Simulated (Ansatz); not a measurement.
# TlAu3, space group Pm-3m: a phonon calculation by finite displacements

With Ansatz 0.2.0, Python API.

At the Python prompt:
```pycon
>>> from pathlib import Path
>>> import ansatz as az
>>> from ase import Atoms
>>> import numpy as np
>>> atoms = Atoms(
...     ["Tl", "Au", "Au", "Au"],
...     scaled_positions=[
...         (0.0, 0.0, 0.0),
...         (0.0, 0.5, 0.5),
...         (0.5, 0.0, 0.5),
...         (0.5, 0.5, 0.0),
...     ],
...     cell=[
...         (4.32608, 0.0, 0.0),
...         (0.0, 4.32608, 0.0),
...         (0.0, 0.0, 4.32608),
...     ],
...     pbc=True,
... )
>>> system = az.Crystal.from_ase(atoms)
>>> system.resolved().tree()["lattice"]
((4.32608, 0.0, 0.0), (0.0, 4.32608, 0.0), (0.0, 0.0, 4.32608))
>>> # the cell itself: zone-centre modes alone
>>> calc = system.calculation()
>>> calc = calc.functional("PBEsol")
>>> calc = calc.occupations("fermi_dirac").kpoints(7, 7, 7)
>>> calc = calc.phonons("fd", supercell=1)
>>> result = calc.run(runs_dir="runs")
DeckWarning: basis.ecutwfc = 420 eV, auto-derived from the records' recommended cutoffs: set by Tl (normal level)
>>> folder = Path(result.output_folder) / "results"
>>> ph = result.phonons
>>> for mode, w in enumerate(ph.gamma_omega_inv_cm, start=1):
...     print(f"Gamma mode {mode:2d}: {w:8.1f} 1/cm  {w / 33.35641:7.3f} THz")
...
Gamma mode  1:      0.0 1/cm    0.000 THz
Gamma mode  2:      0.0 1/cm    0.000 THz
Gamma mode  3:      0.0 1/cm    0.000 THz
Gamma mode  4:     24.5 1/cm    0.736 THz
Gamma mode  5:     24.5 1/cm    0.736 THz
Gamma mode  6:     24.5 1/cm    0.736 THz
Gamma mode  7:     27.9 1/cm    0.836 THz
Gamma mode  8:     27.9 1/cm    0.836 THz
Gamma mode  9:     27.9 1/cm    0.836 THz
Gamma mode 10:     90.6 1/cm    2.716 THz
Gamma mode 11:     90.6 1/cm    2.716 THz
Gamma mode 12:     90.6 1/cm    2.716 THz
>>> print(f"{ph.n_members} displaced supercells, sum-rule residual {ph.asr_residual_pre_ev_ang2:.1e} eV/A^2")
2 displaced supercells, sum-rule residual 4.2e-04 eV/A^2
>>> optical = np.sort(ph.gamma_omega_inv_cm)
>>> print("imaginary modes at Gamma:", int((optical < -10).sum()), "- highest mode", round(float(optical[-1]), 1), "1/cm")
imaginary modes at Gamma: 0 - highest mode 90.6 1/cm
```

Reading the output:
- The cell isn't relaxed first, so the values belong to this volume.
- For a metal this k-point mesh is coarse: on a finer one energies can move by several to tens of meV an atom and pressures by half a GPa or more, differences at one mesh by less.
- Spin-orbit coupling, which matters for elements this heavy, is left out.
- This cell is a computed structure, which may not be the phase found in nature.
- Warnings are shown shortened and without file and line.
- The structure is taken as given and the supercell is small; imaginary modes can come from an unrelaxed or unstable start. Phonons of metals also depend on mesh and smearing.
- Wall time of the script: 39 s on 1 thread of Arm Neoverse V2, with other jobs on the host, peak memory 0.59 GiB.
